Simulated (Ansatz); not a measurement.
**CH₂AlLiO (SMILES [Li][Al]1[CH2][O]1): one structure at several levels**

The atoms stand at a structure displaced at random from a GFN2-xTB minimum. How far do the functionals agree with CCSD(T) there?

Program: Ansatz 0.2.0, Gaussian basis. Level of theory: single points in def2-TZVPP. These are calculated values, not measurements.

Cores are frozen in the correlated methods. The outer core shell of Li, Na, Mg and K is correlated.

## 1. Where the work starts

SMILES `[Li][Al]1[CH2][O]1`, 6 atoms, charge 0, spin multiplicity 1.

Atoms are counted from 1 here; the program's logs count them from 0.

Bond lengths: Li1–Al2 2.479 Å, Al2–C3 2.156 Å, Al2–O4 1.766 Å, C3–O4 1.534 Å, C3–H5 1.177 Å, C3–H6 1.147 Å. Angles: Li1–Al2–C3 165.4°, Li1–Al2–O4 147.5°, C3–Al2–O4 44.7°, Al2–C3–O4 54.1°, Al2–C3–H5 121.7°, Al2–C3–H6 121.3°, O4–C3–H5 121.5°, O4–C3–H6 107.5°, H5–C3–H6 114.8°, Al2–O4–C3 81.2°.

Geometry (Å):

```xyz
6
charge 0, multiplicity 1
Li   -2.67200   -2.27350   -0.42840
Al   -0.82510   -0.62520   -0.29260
C     0.96720    0.46360    0.20660
O    -0.33970    1.07240   -0.31880
H     1.93230    0.40710   -0.46430
H     1.13870    0.87500    1.26350
```

## 2. CCSD(T)/def2-TZVPP

The input, run/in.yaml:

```yaml
crystal:
  periodic: [false, false, false]
  atoms:
    - {symbol: Li, position_ang: [-2.672000, -2.273500, -0.428400]}
    - {symbol: Al, position_ang: [-0.825100, -0.625200, -0.292600]}
    - {symbol: C, position_ang: [0.967200, 0.463600, 0.206600]}
    - {symbol: O, position_ang: [-0.339700, 1.072400, -0.318800]}
    - {symbol: H, position_ang: [1.932300, 0.407100, -0.464300]}
    - {symbol: H, position_ang: [1.138700, 0.875000, 1.263500]}
basis:
  gaussian: {orbitals: def2-TZVPP}
correlation: {method: ccsd_t}
output: {forces: true}
```

The command line of these runs was not kept.

## 3. PBE0-D4/def2-TZVPP

Edit run/in.yaml of step 2 so:

```diff
@@ -11,3 +11,3 @@
   gaussian: {orbitals: def2-TZVPP}
-correlation: {method: ccsd_t}
-output: {forces: true}
+hamiltonian: {xc: pbe0, dispersion: d4}
+output: {forces: true, orbitals: {seedname: orbitals}}
```

## 4. wB97M-V/def2-TZVPP

Edit run/in.yaml of step 3 so:

```diff
@@ -11,3 +11,3 @@
   gaussian: {orbitals: def2-TZVPP}
-hamiltonian: {xc: pbe0, dispersion: d4}
-output: {forces: true, orbitals: {seedname: orbitals}}
+hamiltonian: {xc: {name: wB97M-V}}
+output: {forces: true}
```

## 5. r2SCAN-D4/def2-TZVPP

Edit run/in.yaml of step 4 so:

```diff
@@ -11,3 +11,3 @@
   gaussian: {orbitals: def2-TZVPP}
-hamiltonian: {xc: {name: wB97M-V}}
+hamiltonian: {xc: r2scan, dispersion: d4}
 output: {forces: true}
```

## 6. PBE-D4/def2-TZVPP

Edit run/in.yaml of step 5 so:

```diff
@@ -11,3 +11,3 @@
   gaussian: {orbitals: def2-TZVPP}
-hamiltonian: {xc: r2scan, dispersion: d4}
+hamiltonian: {xc: pbe, dispersion: d4}
 output: {forces: true}
```

## 7. CAM-B3LYP-D4/def2-TZVPP

Edit run/in.yaml of step 6 so:

```diff
@@ -11,3 +11,3 @@
   gaussian: {orbitals: def2-TZVPP}
-hamiltonian: {xc: pbe, dispersion: d4}
+hamiltonian: {xc: {name: CAM-B3LYP}, dispersion: d4}
 output: {forces: true}
```

## 8. HSE06-D4/def2-TZVPP

Edit run/in.yaml of step 7 so:

```diff
@@ -11,3 +11,3 @@
   gaussian: {orbitals: def2-TZVPP}
-hamiltonian: {xc: {name: CAM-B3LYP}, dispersion: d4}
+hamiltonian: {xc: hse06, dispersion: d4}
 output: {forces: true}
```

(Steps that only read results are left out.)

**Question.** What will these runs give? Wanted: energy less free atoms, CCSD(T)/def2-TZVPP; RMS force component; RMS force error; HOMO and LUMO, PBE0-D4; T1 diagnostic.

**Answer**, as computed:

```
                                  quantity                                                                                                 value
energy less free atoms, CCSD(T)/def2-TZVPP                                                                                        -1759.0 kJ/mol
                       RMS force component                                                                  0.900 to 1.159 eV/Å over the methods
                           RMS force error  PBE0-D4 0.197, wB97M-V 0.153, r2SCAN-D4 0.090, PBE-D4 0.179, CAM-B3LYP-D4 0.210, HSE06-D4 0.196 eV/Å
                    HOMO and LUMO, PBE0-D4                                                                                    -4.32 and -1.78 eV
                             T1 diagnostic                                                                                                 0.022
```

Against CCSD(T) the functionals' energies less atoms differ by -120.9 to -40.9 kJ/mol, PBE-D4 by -120.9 kJ/mol. The reference is not at the basis limit: in triple zeta CCSD(T) underbinds, which counts against methods that bind more; the gaps are no ranking. On forces the order runs from r2SCAN-D4 to CAM-B3LYP-D4. Frozen-core CCSD(T) forces in triple zeta carry basis errors of their own, and this is one geometry, so small gaps rank nothing. The restricted Hartree–Fock reference is unstable towards an unrestricted one at one or more of these structures.
